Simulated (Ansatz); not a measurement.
**NaLaMnMoO6 in Ansatz: the effect of functional**

NaLaMnMoO6:

```
CELL_PARAMETERS angstrom
0.00000 3.86259 3.86259
3.86259 0.00000 3.86259
3.86259 3.86259 0.00000
ATOMIC_POSITIONS crystal
Na 0.25000 0.25000 0.25000
La 0.75000 0.75000 0.75000
Mn 0.50000 0.50000 0.50000
Mo 0.00000 0.00000 0.00000
O 0.74662 0.25338 0.25338
O 0.25338 0.25338 0.74662
O 0.25338 0.74662 0.25338
O 0.74662 0.25338 0.74662
O 0.74662 0.74662 0.25338
O 0.25338 0.74662 0.74662
```

The cell was built by a generator and needn't be a form met in nature.

Alike in all runs:

* Program: Ansatz 0.2.0
* Task: single point
* Potentials or basis: Ansatz PAW
* k mesh: 3 × 3 × 3
* Occupations: fermi-dirac, width 0.05 eV
* Spin: collinear spin, ferromagnetic start
* Starting moments: [0.0, 0.0, 4.0, 1.0, 0.0, 0.0, 0.0, 0.0, 0.0, 0.0] μB

```csv
functional,cutoff,pressure (GPa),largest force (eV/Å)
B3LYP,420 eV (not typed: the program's choice for these potentials),2.2,0.15
HSE03,420 eV (not typed: the program's choice for these potentials),-3.1,0.17
r2SCANh,500 eV (not typed: the program's choice for these potentials),-2.9,0.25
r2SCAN0,500 eV (not typed: the program's choice for these potentials),-4.6,0.41
PBE0,420 eV (not typed: the program's choice for these potentials),?,?
```

Question: What does the run with functional PBE0 give?

Answer: Pressure -3.4 GPa; largest force 0.23 eV/Å.

Caveats: all runs use coarse meshes; the magnetic or orbital state may not be the lowest; a cell with one magnetic atom can't hold antiferromagnetic order, which such compounds often take; the PAW data sets come from PBE, with cores solved anew for the run's functional, which leaves a small shift of forces and pressure; the starting moments weren't kept; the thresholds are loose for stress.

Runs at the PBE level aren't shown here.
